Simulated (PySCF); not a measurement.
# F2H4O3Si2Zr ((F)2Zr(OSiH2)2O): the cost of one run

Programs: PySCF 2.14.0, with routines of our own; each step states its level. All values are computed. Atoms count from 0.

## Step 1: The system as given

12 atoms, charge 0, multiplicity 1; geometry from: GFN1-xTB.

## Step 2: Relaxing the molecule at PBE0-D3(BJ)/def2-SVP

Job settings and geometry (Å):

```
{"job": {"xc": "PBE0", "basis": "def2-SVP", "d3": "d3bj", "grid": 1, "maxiter": 30, "shake": 0.03, "kind": "geom"}, "charge": 0, "multiplicity": 1}
Zr     0.647460    -1.488760     0.799080
F     -0.380850    -2.739110     1.626630
F      2.291100    -1.877780     0.891980
O      0.418290     0.236470     1.735290
Si    -0.199390     1.536930     0.930920
O     -0.481490     1.145030    -0.636510
Si    -0.411410    -0.081540    -1.785110
O      0.143420    -1.413950    -1.085490
H     -1.461850     2.004440     1.576910
H      0.860650     2.538970     0.984350
H      0.476900     0.328880    -2.778520
H     -1.787350    -0.272330    -2.208550
```

Started as:

```bash
$ OMP_NUM_THREADS=1 python heavy_run.py task.json out
```

This one command runs all jobs of the session in turn.

**Question.** How long does this first job take on 1 thread of Arm Neoverse V2, shared host, and how much memory does it need?

About 3.3 min, with a peak of 0.64 GiB.
